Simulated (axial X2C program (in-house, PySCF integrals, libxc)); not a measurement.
# GeCl⁺: bond curves with and without spin–orbit coupling

Aim: find the lowest determinant of GeCl⁺, scan the bond at several levels and fit the constants, once spin-free and once with spin–orbit coupling.

Program: an in-house X2C program for linear molecules on PySCF integrals. Level of theory: all-electron X2C, Ge dyall-cv3z, Cl dyall-av3z. These are calculated values, not measurements.

## 1. Input

task.json reads:

```json
{
 "zs": [
  32,
  17
 ],
 "q": 1,
 "bas": [
  "dyall-cv3z",
  "dyall-av3z"
 ],
 "levels": [
  "PBE0",
  "HF",
  "B3LYP"
 ],
 "cc": true,
 "r0": 2.2,
 "thr": -1.0,
 "nmax": 90,
 "npts": 10,
 "nst": 2,
 "ntry": 6
}
```

Keys: zs atomic numbers; q charge; bas basis sets; levels methods (HF also brings MP2); cc coupled cluster on or off; r0 starting distance in Å; thr threshold in hartree for freezing inner shells (an s shell follows its p shell); nmax most natural virtual spinors; npts points asked for on the curve; nst determinants followed; ntry starts of the search.

Started as:

```
> python so2c.py task.json out
```

Spin-free means the one-electron spin-free X2C Hamiltonian; two-component (2c) means X2C with spin–orbit coupling and atomic mean-field two-electron Coulomb and Gaunt terms. Basis: Ge dyall-cv3z contracted to [9s9p7d4f1g], Cl dyall-av3z contracted to [9s8p3d2f]; Gaussian nuclei, density fitting. Masses: Ge 73.921 u, Cl 34.969 u.

Notation: σ, π±, δ± give the projection m of an orbital's angular momentum (0, ±1, ±2), α and β its spin, Λ and M_S the sums; ω is the projection of a spinor's total angular momentum and Ω the sum. Logs are in hartree.

Further steps of the session: PBE0, spin-free; HF, spin-free; B3LYP, spin-free; Correlated methods, spin-free; PBE0, 2c; HF, 2c; B3LYP, 2c; Correlated methods, 2c.

Before running it: what results should come out? Wanted: for each run, Hamiltonian; Re; ωe; De; μ.

**Answer**, as computed:

Lowest determinant that the search found at its distance, spin-free: M_S = 0, Λ = 0 (closed shell).

Lowest determinant that the search found at its distance, 2c: Ω = 0 (closed shell).

| Hamiltonian | level | Re (Å) | ωe (cm⁻¹) | De (eV) | μ (D) |
| --- | --- | --- | --- | --- | --- |
| spin-free | PBE0 | 2.060 | 504 | 4.65 | -2.02 |
| spin-free | HF | 2.054 | 519 | 3.08 | -2.42 |
| spin-free | MP2 | 2.065 | 508 | 4.63 | n/a |
| spin-free | CCSD | 2.065 | 506 | 4.30 | n/a |
| spin-free | CCSD(T) | 2.072 | 498 | 4.47 | n/a |
| spin-free | B3LYP | 2.078 | 487 | 4.52 | -2.10 |
| 2c | PBE0 | 2.061 | 503 | 4.62 | -2.02 |
| 2c | HF | 2.055 | 519 | 2.86 | -2.42 |
| 2c | MP2 | 2.066 | 508 | 4.47 | n/a |
| 2c | CCSD | 2.066 | 506 | 4.14 | n/a |
| 2c | CCSD(T) | 2.073 | 498 | 4.31 | n/a |
| 2c | B3LYP | 2.078 | 486 | 4.42 | -2.10 |

Dipoles are positive if Cl is the positive end and refer to the centre of mass.

At CCSD(T), going from spin-free to two-component changes Re by +1 mÅ, ωe by 0.0 %, which is small (part of it comes from the scalar share of the two-electron terms). De moves by -0.16 eV; both De rest on single-determinant atoms, which can miss part of an open shell's spin–orbit lowering.

De refers to Ge+ + Cl, each in the lowest determinant found, which need not be this curve's own limit. Each curve is one determinant whose occupation by symmetry is held fixed; it was picked as the lowest of a PBE0 search that is not exhaustive. Closed shells are restricted here (equal orbitals for both partners), which fails at long range if the bond breaks into open shells. De is counted from the lowest determinant-based energies of the atoms at the same level, without counterpoise correction. Coupled cluster ran in a truncated set of natural virtual spinors; the MP2 energy of the rest was added. With the outer-core shells frozen, correlated bond lengths of heavy atoms tend to come out a few hundredths of an ångström too long.
